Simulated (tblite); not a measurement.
# C6H8NOSi: the cost of one run

The runs use tblite 0.8.0 and PySCF 2.14.0, with density-fitted response routines of our own; the level of theory stands in each step. All values are computed, except where a source is named. Atoms are numbered from 0 throughout.

**1. Starting geometry**

17 atoms, charge 0, multiplicity 2; geometry from: force field or distance geometry start.

Bonds of the start (Å): C0–Si1 1.83, Si1–C2 1.88, C2–C3 1.37, C3–C4 1.41, C4–C5 1.38, C5–C6 1.42, C6–N7 1.17, C5–O8 1.35, O8–C2 1.38, C0–H9 1.08, C0–H10 1.09, C0–H11 1.11, Si1–H12 1.49, Si1–H13 1.49, C3–H14 1.09, C4–H15 1.08, N7–H16 1.03.

**2. Relaxing the molecule with GFN2-xTB**

The job: settings as JSON, then the geometry in Å.

```
{"job": {"kind": "relax", "xc": "GFN2-xTB", "basis": "xTB"}, "charge": 0, "multiplicity": 2}
C     -2.594600     0.449100    -0.954400
Si    -1.922100     0.623500     0.743400
C     -0.191700    -0.109200     0.698500
C      0.449200    -1.096900     1.406600
C      1.766900    -1.211500     0.913400
C      1.851800    -0.276200    -0.096300
C      2.921200     0.086400    -0.962800
N      3.806300     0.386500    -1.671700
O      0.691400     0.392900    -0.233700
H     -2.005200     1.003000    -1.677500
H     -2.636500    -0.596900    -1.272300
H     -3.627900     0.839600    -1.003100
H     -1.871400     2.045000     1.182900
H     -2.739900    -0.142600     1.724300
H      0.012500    -1.678900     2.219500
H      2.549000    -1.879700     1.240400
H      3.534100     1.177800    -2.267300
```

Command:

```console
$ OMP_NUM_THREADS=1 python probes_run.py task.json out
```

The driver reads the jobs from task.json and runs them one after another.

Q: Estimate the wall time and peak memory of this first job on 1 thread of Arm Neoverse N1, shared host.

About 1.2 s, with a peak of 0.18 GiB.
